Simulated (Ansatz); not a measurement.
# BiTe (R-3m) in Ansatz: reference runs

Aim: a first look at BiTe with PBE, on the cell as given and on a disturbed one.

Program: Ansatz 0.2.0. These are calculated values, not measurements. Logs are shortened: lines on timing, memory, paths and dates and some standing lists are left out, and cuts for length are marked.

### Step 1. Starting point

The structure is trigonal, space group R-3m (No. 166). Conventional cell: a = 4.845 Å, b = 4.845 Å, c = 9.952 Å, α = 90.00°, β = 90.00°, γ = 120.00°. Bi (site symmetry -3m) has 6 Te at 3.25 Å as nearest neighbours. Around Te (site symmetry -3m) lie 6 Bi at 3.25 Å.

The cell comes from a database or a generator and needn't be the stable form of this composition.

### Step 2. Single point, PBE

Contents of input.yaml:

```yaml
crystal:
  lattice:
    - [2.4227077728, 1.3987509848, 3.3172919545]
    - [-2.4227077728, 1.3987509848, 3.3172919545]
    - [0.0, -2.7975019696, 3.3172919545]
  atoms:
    - { symbol: Bi, position: [0.5, 0.5, 0.5] }
    - { symbol: Te, position: [0.0, 0.0, 0.0] }
kpoints:
  mp_grid: { grid: [7, 7, 7] }
scf:
  occupations: { method: fermi_dirac, width: 0.05 }
hamiltonian:
  xc: pbe
  pseudopotentials: { kind: all_electron, lapw: { basis_error: 0.001 } }
output:
  forces: true
  stress: true
  eigenvalues: true
  populations: true
```

Potentials or basis: all-electron LAPW, scalar-relativistic.

Command:

```bash
ansatz run input.yaml --threads 1 --pin off --max-ram 3072MiB --backend cpu --events-out ev --progress --plain --runs-dir out
```

Log:

```text
Warning: RAYON_NUM_THREADS=1 ignored (pool sized by the plan → 1); use --threads N
Bi: projections on atomic orbitals take those of the free atom 1s2 2s2 2p6 3s2 3p6 3d10 4s2 4p6 4d10 4f14 5s2 5p6 5d10 6s2 6p3, of charge +0.00 (hamiltonian.pseudopotentials.projection_atoms)
Te: projections on atomic orbitals take those of the free atom 1s2 2s2 2p6 3s2 3p6 3d10 4s2 4p6 4d10 5s2 5p4, of charge +0.00 (hamiltonian.pseudopotentials.projection_atoms)
LAPW: plane waves up to 6.761 Å⁻¹, error target 1.0e-3 eV per atom; small_component_spin mean_spin; Te in spheres of 1.592 Å, 24 of its electrons in bands, Dirac shells []; Bi in spheres of 1.660 Å, 37 of its electrons in bands, Dirac shells [] (how accurate: hamiltonian.pseudopotentials.lapw.basis_error, Limitations)
Engine: ansatz 0.2.0, x86_64-unknown-linux-gnu
Pseudopotentials: kind: all_electron
Pseudopotential: Bi, LAPW, valence charge 37, lapw/all_electron/scalar/gaussian/Bi, Koelling and Harmon's equation, gaussian nucleus
Pseudopotential: Te, LAPW, valence charge 24, lapw/all_electron/scalar/gaussian/Te, Koelling and Harmon's equation, gaussian nucleus
Functional definition: PBE
  parameter kappa = 0.804
  parameter beta = 0.06672455060314922
  exchange = pbe_x(kappa = kappa, mu = beta*pi^2/3)
  correlation = pbe_c(beta = beta)
Crystal: 2 atoms, lattice volume = 67.449 Å³
Basis set: ecut = 174.14606886181795 eV, 349 PW (Γ), exchange–correlation at level 2
Bands: 37, of which v1, the nominal top of the filled ones, is band 31 counted from 1 (30 counted from 0)
Symmetry: 12 space group operations
Space group: R-3m (ITA 166), of the structure as read, at distance tolerance 4.1e-5 Å
k-points: 44 of 343
Non-local potential: Bi, projectors of the file, none
Non-local potential: Te, projectors of the file, none
Initial density: superposition of atomic densities (chi_scale 0.1, normalization cell, long waves kept (reshape's long-wave potential 0.00 eV rms))
Initial wavefunctions: plane waves of lowest kinetic energy (no species holds an atomic orbital)
Functional: x = pbe(κ = 0.804, μ = 0.2195149727645171), c = pbe(β = 0.06672455060314922)
iter 1 solved again at ethr=2.95e-4 eV; its pass at ethr=1.00e-1 eV (dr2=1.80e-1 eV) is discarded
SCF iter   1: F=—  HF=-770590.532200 eV  |F-HF|=—  |Δ(HF+E_count)|=         —  Δρ=1.09e-2  dr2=1.80e-1  ethr=2.95e-4  ⟨swp⟩=2.9  Hψ=10178  notcnv=0
preconditioner: auto → LDOS  [metal: Δε(μ)=0.110 eV  Ē_g=10.947 eV  σ=0.050 eV  W_gap=0.49  n_scr=20 (ndim 8)  ℏωp=15.0 eV  f_vac=0.094  D(μ)=1.16/eV (n_scr^D=6)  β→1.0]
iter 2 solved again at ethr=2.48e-6 eV; its pass at ethr=2.95e-4 eV (dr2=1.51e-3 eV) is discarded
SCF iter   2: F=—  HF=-770590.486917 eV  |F-HF|=—  |Δ(HF+E_count)|=   4.53e-2  Δρ=1.75e-3  dr2=1.51e-3  ethr=2.48e-6  ⟨swp⟩=2.0  Hψ=8403  notcnv=0
SCF iter   3: F=—  HF=-770590.489306 eV  |F-HF|=—  |Δ(HF+E_count)|=   2.39e-3  Δρ=4.76e-4  dr2=2.60e-4  ethr=2.48e-6  ⟨swp⟩=3.0  Hψ=5038  notcnv=0
SCF iter   4: F=—  HF=-770590.487632 eV  |F-HF|=—  |Δ(HF+E_count)|=   1.67e-3  Δρ=2.16e-4  dr2=6.57e-5  ethr=4.26e-7  ⟨swp⟩=2.2  Hψ=4807  notcnv=0
SCF iter   5: F=—  HF=-770590.487573 eV  |F-HF|=—  |Δ(HF+E_count)|=   5.97e-5  Δρ=5.65e-5  dr2=4.22e-6  ethr=1.08e-7  ⟨swp⟩=2.0  Hψ=4794  notcnv=0
SCF iter   6: F=—  HF=-770590.487570 eV  |F-HF|=—  |Δ(HF+E_count)|=   3.14e-6  Δρ=1.28e-5  dr2=1.60e-7  ethr=6.92e-9  ⟨swp⟩=2.1  Hψ=4798  notcnv=0
SCF iter   7: F=-770590.487569 eV  HF=-770590.487569 eV  |F-HF|=5.82e-9  |Δ(HF+E_count)|=   5.06e-8  Δρ=2.66e-6  dr2=6.44e-9  ethr=2.63e-10  ⟨swp⟩=3.0  Hψ=4954  notcnv=0
SCF 1 converged in 7 iterations: F = -770590.487569 eV  dr2 = 6.44e-9
SCF converged after 7 iterations
Free energy (F): -770590.487569 eV
Harris-Foulkes:  -770590.487569 eV  (|F-HF|=5.82e-9)
Internal energy: -770590.475540 eV  (E = F + TS)
E sigma→0 (E₀):  -770590.481555 eV
Entropy (-TS):   -0.012029 eV (-6.015 meV/atom)
Fermi energy:    12.779050 eV
--- Per-component energies (eV) ---
  E_band       = -3808.942286
  E_kinetic    = 873289.778564
  E_xc         = -15596.310300
  E_electrostatic = -1628283.943805  (all electrons and nuclei)
  E_smearing   = -0.012029  (= −TS)
  E_closure    = 0.000000  (closes the sum)
  E_atoms      = -770583.342690  (free atoms, spherical and without spin; not in F)
  Σ components = -770590.487569   (vs F -770590.487569, Δ=0.00e0)
  Basis errors (estimates in eV, not in F): energy 3.6e-4 per atom: plane waves 3.3e-4 (1.8e-4 summed), levels above the bands 3.8e-62, relativity 3.9e-8, radial functions 3.3e-5, core shells 2.6e-9; eigenvalues (radial functions only) 3.2e-6; not estimated: angular momenta, meshes, grids; target (lapw.basis_error) 1.0e-3; muffin-tin radii Te 1.592 Å, Bi 1.660 Å
--- Forces (eV/Å), atoms counted from 1 ---
  atom   1  Bi     0.00000000    -0.00000000     0.00000000
  atom   2  Te    -0.00000000     0.00000000     0.00000000
  max |Σ_I F_I| component: 6.57e-31 eV/Å
--- Stress (GPa, compression-positive) ---
        0.197415      -0.000000      -0.000000
        0.000000       0.197415      -0.000000
       -0.000000       0.000000       0.106153
  P = ⅓ Tr σ = 0.1670 GPa (1.670 kbar)
--- Band table (eV; the first three rows and the last of 44) ---
  k-point 0: bands = ["-147.0545", "-140.8500", "-135.9884", "-135.9883", "-135.9798", "-135.9798", "-135.9756", "-135.9756", "-135.9743", "-97.1069", "-97.1069", "-97.0631", "-79.1126", "-79.1126", "-79.0894", "-24.4420", "-24.4420", "-24.4068", "-24.4068", "-24.3924", "-10.4795", "-10.4795", "-10.4633", "-10.4633", "-10.4474", "-0.7096", "4.5027", "9.8567", "9.8567", "11.1601", "14.6450", "15.2753", "15.2753", "16.8531", "16.8531", "19.0032", "19.4557"]
  k-point 1: bands = ["-147.0545", "-140.8500", "-135.9884", "-135.9883", "-135.9798", "-135.9798", "-135.9756", "-135.9756", "-135.9743", "-97.1069", "-97.1069", "-97.0631", "-79.1126", "-79.1126", "-79.0894", "-24.4419", "-24.4419", "-24.4068", "-24.4066", "-24.3924", "-10.4795", "-10.4792", "-10.4644", "-10.4620", "-10.4471", "-0.5360", "4.0671", "9.9722", "10.1233", "11.0883", "14.0281", "14.5717", "14.6946", "17.1394", "17.3309", "19.2085", "20.0332"]
  k-point 2: bands = ["-147.0545", "-140.8500", "-135.9884", "-135.9883", "-135.9798", "-135.9798", "-135.9756", "-135.9756", "-135.9743", "-97.1069", "-97.1069", "-97.0631", "-79.1126", "-79.1126", "-79.0894", "-24.4419", "-24.4418", "-24.4068", "-24.4062", "-24.3923", "-10.4797", "-10.4786", "-10.4666", "-10.4594", "-10.4456", "-0.0242", "3.0473", "10.3126", "10.5991", "11.1664", "12.8902", "13.3481", "13.8447", "17.9585", "17.9877", "20.3146", "21.4857"]
  k-point 43: bands = ["-147.0545", "-140.8500", "-135.9884", "-135.9883", "-135.9798", "-135.9798", "-135.9756", "-135.9756", "-135.9743", "-97.1069", "-97.1069", "-97.0631", "-79.1126", "-79.1126", "-79.0894", "-24.4420", "-24.4419", "-24.4056", "-24.4056", "-24.3924", "-10.4853", "-10.4840", "-10.4511", "-10.4507", "-10.4492", "1.5102", "1.9448", "8.9446", "9.9303", "10.0488", "12.0062", "12.2240", "13.4659", "19.8575", "20.4512", "21.0013", "22.9781"]
--- Löwdin populations: 2 sites ---
  site symbol       q [e]
     0     Bi     82.8486
     1     Te     52.0845
  spilling = 0.000495 (of n_electrons = 135.000000)
```

Wall time 12 s (1 thread of Intel Xeon Platinum 8488C (Sapphire Rapids), shared host); peak memory 0.4 GiB.

Results:

```yaml
Free_energy: -770590.4876 eV
Pressure: 0.2 GPa
Band_gap_on_the_k_mesh: none (metal or under the smearing width)
Loewdin_charges: Bi +0.15; Te -0.08 e
```

Caveat: spin-orbit coupling is left out, which moves the levels of the heavy elements.

### Step 3. Single point, PBE (atoms moved at random, drawn with an rms of 0.05 Å)

input.yaml, as its differences from that of step 2:

```diff
@@ -6,4 +6,4 @@
   atoms:
-    - { symbol: Bi, position: [0.5, 0.5, 0.5] }
-    - { symbol: Te, position: [0.0, 0.0, 0.0] }
+    - { symbol: Bi, position: [0.504488, 0.499858, 0.497606] }
+    - { symbol: Te, position: [-0.005495, 0.00737, 0.004728] }
 kpoints:
```

Potentials or basis: all-electron LAPW, scalar-relativistic.

Command:

```bash
ansatz run input.yaml --threads 1 --pin off --max-ram 3072MiB --backend cpu --events-out ev --progress --plain --runs-dir out
```

Log:

```text
Warning: RAYON_NUM_THREADS=1 ignored (pool sized by the plan → 1); use --threads N
Bi: projections on atomic orbitals take those of the free atom 1s2 2s2 2p6 3s2 3p6 3d10 4s2 4p6 4d10 4f14 5s2 5p6 5d10 6s2 6p3, of charge +0.00 (hamiltonian.pseudopotentials.projection_atoms)
Te: projections on atomic orbitals take those of the free atom 1s2 2s2 2p6 3s2 3p6 3d10 4s2 4p6 4d10 5s2 5p4, of charge +0.00 (hamiltonian.pseudopotentials.projection_atoms)
LAPW: plane waves up to 6.905 Å⁻¹, error target 1.0e-3 eV per atom; small_component_spin mean_spin; Te in spheres of 1.569 Å, 24 of its electrons in bands, Dirac shells []; Bi in spheres of 1.633 Å, 37 of its electrons in bands, Dirac shells [] (how accurate: hamiltonian.pseudopotentials.lapw.basis_error, Limitations)
[... 6 set-up lines as earlier in the session ...]
[... 42 lines left out ...]
--- Forces (eV/Å), atoms counted from 1 ---
  atom   1  Bi    -0.08190318    -0.04521054     0.01338572
  atom   2  Te     0.08188519     0.04519845    -0.01338442
  max |Σ_I F_I| component: 1.80e-5 eV/Å
--- Stress (GPa, compression-positive) ---
        0.265793       0.016915      -0.017480
        0.016915       0.246866      -0.010443
       -0.017480      -0.010443       0.123611
  P = ⅓ Tr σ = 0.2121 GPa (2.121 kbar)
--- Band table (eV; the first three rows and the last of 172) ---
  k-point 0: bands = ["-147.0553", "-140.8483", "-135.9865", "-135.9864", "-135.9780", "-135.9780", "-135.9738", "-135.9738", "-135.9725", "-97.1079", "-97.1075", "-97.0640", "-79.1109", "-79.1107", "-79.0879", "-24.4429", "-24.4428", "-24.4079", "-24.4076", "-24.3934", "-10.4779", "-10.4779", "-10.4622", "-10.4617", "-10.4461", "-0.7125", "4.5051", "9.8552", "9.8589", "11.1577", "14.6411", "15.2580", "15.2699", "16.8656", "16.8688", "19.0010", "19.4571"]
  k-point 1: bands = ["-147.0553", "-140.8483", "-135.9865", "-135.9864", "-135.9780", "-135.9780", "-135.9738", "-135.9738", "-135.9725", "-97.1079", "-97.1075", "-97.0640", "-79.1109", "-79.1107", "-79.0879", "-24.4428", "-24.4428", "-24.4079", "-24.4074", "-24.3933", "-10.4778", "-10.4775", "-10.4632", "-10.4605", "-10.4457", "-0.5390", "4.0693", "9.9706", "10.1240", "11.0856", "14.0277", "14.5722", "14.6892", "17.1455", "17.3311", "19.2078", "20.0330"]
  k-point 2: bands = ["-147.0553", "-140.8483", "-135.9865", "-135.9864", "-135.9780", "-135.9780", "-135.9738", "-135.9738", "-135.9725", "-97.1079", "-97.1075", "-97.0640", "-79.1109", "-79.1107", "-79.0879", "-24.4427", "-24.4427", "-24.4079", "-24.4070", "-24.3933", "-10.4780", "-10.4770", "-10.4654", "-10.4579", "-10.4443", "-0.0275", "3.0492", "10.3081", "10.5958", "11.1644", "12.8931", "13.3582", "13.8428", "17.9576", "17.9882", "20.3086", "21.4878"]
  k-point 171: bands = ["-147.0553", "-140.8483", "-135.9865", "-135.9864", "-135.9780", "-135.9780", "-135.9738", "-135.9738", "-135.9725", "-97.1079", "-97.1075", "-97.0640", "-79.1109", "-79.1107", "-79.0879", "-24.4427", "-24.4426", "-24.4074", "-24.4070", "-24.3932", "-10.4801", "-10.4770", "-10.4634", "-10.4557", "-10.4431", "1.2350", "1.6124", "9.8364", "10.2447", "10.3083", "12.6554", "12.8735", "15.1056", "18.4810", "19.2924", "20.8640", "21.8337"]
--- Löwdin populations: 2 sites ---
  site symbol       q [e]
     0     Bi     82.8491
     1     Te     52.0839
  spilling = 0.000496 (of n_electrons = 135.000000)
```

populations.tsv:

```text
# site	symbol	l	j	q
# orbitals = lowdin
# n_electrons = 135.000000
# spilling = 0.000496
# projection_atom_Bi: 1s2 2s2 2p6 3s2 3p6 3d10 4s2 4p6 4d10 4f14 5s2 5p6 5d10 6s2 6p3
# projection_atom_Te: 1s2 2s2 2p6 3s2 3p6 3d10 4s2 4p6 4d10 5s2 5p4
0	Bi	0_1S	-	2.000000
0	Bi	0_2S	-	2.000000
0	Bi	0_3S	-	1.999995
0	Bi	0_4S	-	1.999949
0	Bi	0_5S	-	1.999379
0	Bi	0_6S	-	1.960205
0	Bi	1_2P	-	6.000000
0	Bi	1_3P	-	6.000000
0	Bi	1_4P	-	5.999986
0	Bi	1_5P	-	5.998827
0	Bi	1_6P	-	2.892279
0	Bi	2_3D	-	10.000000
0	Bi	2_4D	-	10.000000
0	Bi	2_5D	-	9.998511
0	Bi	3_4F	-	14.000000
1	Te	0_1S	-	2.000000
1	Te	0_2S	-	1.999989
1	Te	0_3S	-	1.999843
1	Te	0_4S	-	1.997946
1	Te	0_5S	-	1.903010
1	Te	1_2P	-	6.000000
1	Te	1_3P	-	5.999988
1	Te	1_4P	-	5.998735
1	Te	1_5P	-	4.185170
1	Te	2_3D	-	10.000000
1	Te	2_4D	-	9.999174
```

Wall time 66 s (1 thread of Intel Xeon Platinum 8488C (Sapphire Rapids), shared host); peak memory 0.67 GiB.

What came out:

```yaml
Free_energy: -770590.4852 eV
Pressure: 0.2 GPa
Largest_force: 0.095 eV/Å
Band_gap_on_the_k_mesh: none (metal or under the smearing width)
Loewdin_charges: Bi +0.15; Te -0.08 e
```

Forces on the atoms (eV/Å):
```
Bi  -0.082 -0.045  0.013
Te   0.082  0.045 -0.013
```

Caveat: spin-orbit coupling is left out, which moves the levels of the heavy elements.
